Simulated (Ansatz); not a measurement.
**C2H6O2SW: how energies converge with the basis set**

An exercise on one series of results from a longer session: the logs are not shown, and one member is left open.

Method: one geometry, several basis sets; program: Ansatz 0.2.0, Gaussian basis.

Plan: PBE0-D4/def2-SVP; ωB97M-V/def2-SVP; PBE0-D4/def2-QZVPP; ωB97M-V/def2-QZVPP; the functionals' def2-TZVPP values are taken from earlier runs.

## Structure used throughout

An earlier PBE0-D4 in a triple-zeta def2 set relaxation fixed the geometry. W takes the def2 core potential; no spin-orbit term is included.

SMILES `C[O][W]([CH3])(=[O])=[S]`, 12 atoms, charge 0, spin multiplicity 1.

Atoms are counted from 1 here; the program's logs count them from 0.

Bond lengths: C1–O2 1.407 Å, C1–H7 1.092 Å, C1–H8 1.092 Å, C1–H9 1.092 Å, O2–W3 1.846 Å, W3–C4 2.106 Å, W3–O5 1.700 Å, W3–S6 2.136 Å, C4–H10 1.092 Å, C4–H11 1.093 Å, C4–H12 1.095 Å. Angles: O2–C1–H7 110.7°, O2–C1–H8 108.4°, O2–C1–H9 109.4°, H7–C1–H8 109.6°, H7–C1–H9 109.7°, H8–C1–H9 109.1°, C1–O2–W3 144.7°, O2–W3–C4 108.2°, O2–W3–O5 112.6°, O2–W3–S6 113.5°, C4–W3–O5 104.8°, C4–W3–S6 106.0°, O5–W3–S6 111.1°, W3–C4–H10 110.6°, W3–C4–H11 110.3°, W3–C4–H12 108.8°, H10–C4–H11 108.8°, H10–C4–H12 108.7° and more.

The first run:

in.yaml

```yaml
crystal:
  periodic: [false, false, false]
  atoms:
    - {symbol: C, position_ang: [-0.716231, -0.907662, 2.050677]}
    - {symbol: O, position_ang: [0.128574, -0.453861, 1.020574]}
    - {symbol: W, position_ang: [0.411700, 0.890803, -0.212383]}
    - {symbol: C, position_ang: [0.539432, 0.015963, -2.123753]}
    - {symbol: O, position_ang: [1.905093, 1.674213, 0.005866]}
    - {symbol: S, position_ang: [-1.187600, 2.302964, -0.316715]}
    - {symbol: H, position_ang: [-1.697649, -0.432914, 1.981598]}
    - {symbol: H, position_ang: [-0.825482, -1.989945, 1.955882]}
    - {symbol: H, position_ang: [-0.263534, -0.678342, 3.017710]}
    - {symbol: H, position_ang: [0.743856, 0.775976, -2.880845]}
    - {symbol: H, position_ang: [-0.397777, -0.487822, -2.373348]}
    - {symbol: H, position_ang: [1.359619, -0.709373, -2.125263]}
basis:
  gaussian: {orbitals: def2-SVP}
hamiltonian: {xc: pbe0, dispersion: d4}
output: {orbitals: {seedname: orbitals}}
```

Command:

```
$ ansatz run in.yaml --threads 4 --pin off --events-out ev --progress --plain --max-ram 11315MiB
```

Steps of the session up to this table: PBE0-D4 in def2-SVP; ωB97M-V in def2-SVP; PBE0-D4 in def2-QZVPP; ωB97M-V in def2-QZVPP.

One table of the session follows, with a row left open; its other results are not shown here.

It belongs to the step «Functionals by basis». 

| functional | basis | HOMO (eV) | LUMO (eV) |
| --- | --- | --- | --- |
| PBE0-D4 | def2-SVP | ? | ? |
| PBE0-D4 | def2-TZVPP | -7.44 | -2.18 |
| PBE0-D4 | def2-QZVPP | -7.47 | -2.21 |
| ωB97M-V | def2-SVP | -9.55 | -0.11 |
| ωB97M-V | def2-TZVPP | -9.57 | -0.14 |
| ωB97M-V | def2-QZVPP | -9.59 | -0.19 |

Q: Estimate the row for PBE0-D4, def2-SVP from the others.

**Answer.** HOMO (eV): -7.44; LUMO (eV): -2.17.
